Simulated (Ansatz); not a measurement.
# K2AgMoF6: the cost of one run

Program: Ansatz 0.2.0. Level of theory: DFT PBE+U, scalar-relativistic, plane waves, PAW. These are calculated values, not measurements.

**1. Starting point**

Symmetry: Fm-3m, No. 225, cubic system. Conventional cell: a = 8.956 Å, b = 8.956 Å, c = 8.956 Å, α = 90.00°, β = 90.00°, γ = 90.00°. K (site symmetry -43m) is surrounded by 12 F at 3.17 Å. Ag (site symmetry m-3m) is surrounded by 6 F at 2.41 Å. Mo (site symmetry m-3m) is surrounded by 6 F at 2.07 Å. F (site symmetry 4mm) has 1 Mo at 2.07 Å and 1 Ag at 2.41 Å as nearest neighbours.

Coordinates:

```
K Ag Mo F
1.0
     0.00000    4.47818    4.47818
     4.47818    0.00000    4.47818
     4.47818    4.47818    0.00000
K Ag Mo F
2 1 1 6
Direct
  0.25000 0.25000 0.25000
  0.75000 0.75000 0.75000
  0.50000 0.50000 0.50000
  0.00000 0.00000 0.00000
  0.23135 0.23135 0.76865
  0.23135 0.76865 0.76865
  0.76865 0.76865 0.23135
  0.23135 0.76865 0.23135
  0.76865 0.23135 0.76865
  0.76865 0.23135 0.23135
```

The structure comes from the Materials Project (structure only).

**2. The base run**

input.yaml reads:

```yaml
crystal:
  lattice:
    - [0.0, 4.4781794107, 4.4781794107]
    - [4.4781794107, 0.0, 4.4781794107]
    - [4.4781794107, 4.4781794107, 0.0]
  atoms:
    - { symbol: K, position: [0.25, 0.25, 0.25] }
    - { symbol: K, position: [0.75, 0.75, 0.75] }
    - { symbol: Ag, position: [0.5, 0.5, 0.5] }
    - { symbol: Mo, position: [0.0, 0.0, 0.0], spin: 1.0 }
    - { symbol: F, position: [0.2313485, 0.2313485, 0.7686515] }
    - { symbol: F, position: [0.2313485, 0.7686515, 0.7686515] }
    - { symbol: F, position: [0.7686515, 0.7686515, 0.2313485] }
    - { symbol: F, position: [0.2313485, 0.7686515, 0.2313485] }
    - { symbol: F, position: [0.7686515, 0.2313485, 0.7686515] }
    - { symbol: F, position: [0.7686515, 0.2313485, 0.2313485] }
magnetization:
  spin_polarized: true
basis:
  ecutwfc: 420
  fft_grid_basis: typed
kpoints:
  mp_grid: { grid: [6, 6, 6] }
hamiltonian:
  xc: pbe
  hubbard: { sites: [{ species: Mo, l: d, u_eff: 4.38 }] }
  pseudopotentials: { kind: paw }
scf:
  occupations: { method: gaussian, width: 0.05 }
output:
  forces: true
  stress: true
  eigenvalues: true
  bader: true
  write_density: true
  volumetric_format: npy
  populations: true
  elf: true
```

The run is started by

```
$ ansatz run input.yaml --threads 2 --pin off --max-ram 4096MiB --backend cpu --events-out ev --progress --plain --runs-dir out
```

What time and memory should one allow on 2 threads of Arm Neoverse N1, shared host?

About 87 s, with a peak of 0.73 GiB.
